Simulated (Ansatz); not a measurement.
# ScGa3As2: the cost of one run

Program: Ansatz 0.2.0. Level of theory: DFT PBE, scalar-relativistic, plane waves, PAW. These are calculated values, not measurements.

**1. The system as given**

It takes space group P-3m1 (No. 164, trigonal). Conventional cell: a = 4.584 Å, b = 4.584 Å, c = 7.271 Å, α = 90.00°, β = 90.00°, γ = 120.00°. Around Sc (site symmetry -3m) lie 6 As at 3.21 Å and 8 Ga at 3.64 to 3.67 Å. Ga (site symmetry 3m) is surrounded by 4 As at 2.74 to 2.92 Å and 3 Ga at 2.87 Å. Around Ga (site symmetry -3m) lie 6 Ga at 2.87 Å and 6 As at 3.21 Å. Around As (site symmetry 3m) lie 7 Ga at 2.74 to 3.21 Å and 3 Sc at 3.21 Å.

Structure file:

```xyz
6
Lattice="4.5843 0.0000 0.0000 -2.2921 3.9701 0.0000 0.0000 0.0000 7.2711" Properties=species:S:1:pos:R:3 pbc="T T T"
Sc    0.0000    0.0000    0.0000
Ga    0.0000    2.6467    4.7336
Ga    2.2921    1.3234    2.5375
Ga    0.0000    0.0000    3.6356
As    0.0000    2.6467    1.8123
As    2.2921    1.3234    5.4588
```

Recipe of the guess: species swapped into a database cell of Li3YSb2 (P-3m1, No. 164), with Ga on the Li sites, Sc on the Y sites and As on the Sb sites. Lengths come from tabulated atomic sizes and are only a guess.

**2. Probe: one point on a coarse mesh**

File input.yaml:

```yaml
crystal:
  lattice:
    - [4.58428307, 0.0, 0.0]
    - [-2.29214153, 3.97010559, 0.0]
    - [0.0, 0.0, 7.27113288]
  atoms:
    - { symbol: Sc, position: [0.0, 0.0, 0.0] }
    - { symbol: Ga, position: [0.33333333, 0.66666667, 0.65101129] }
    - { symbol: Ga, position: [0.66666667, 0.33333333, 0.34898871] }
    - { symbol: Ga, position: [0.0, 0.0, 0.5] }
    - { symbol: As, position: [0.33333333, 0.66666667, 0.24925274] }
    - { symbol: As, position: [0.66666667, 0.33333333, 0.75074726] }
basis:
  ecutwfc: 420
kpoints:
  mp_grid: { grid: [6, 6, 4] }
hamiltonian:
  xc: pbe
scf:
  occupations: { method: gaussian, width: 0.1 }
  lower_state_search: "off"
output:
  forces: true
  stress: true
  eigenvalues: true
```

The run is started by

```bash
> ansatz run input.yaml --threads 1 --pin off --max-ram 2560MiB --backend cpu --events-out ev --progress --plain --runs-dir out
```

What time and memory should one allow on 1 thread of Arm Neoverse N1, shared host?

About 20 s, with a peak of 0.46 GiB.
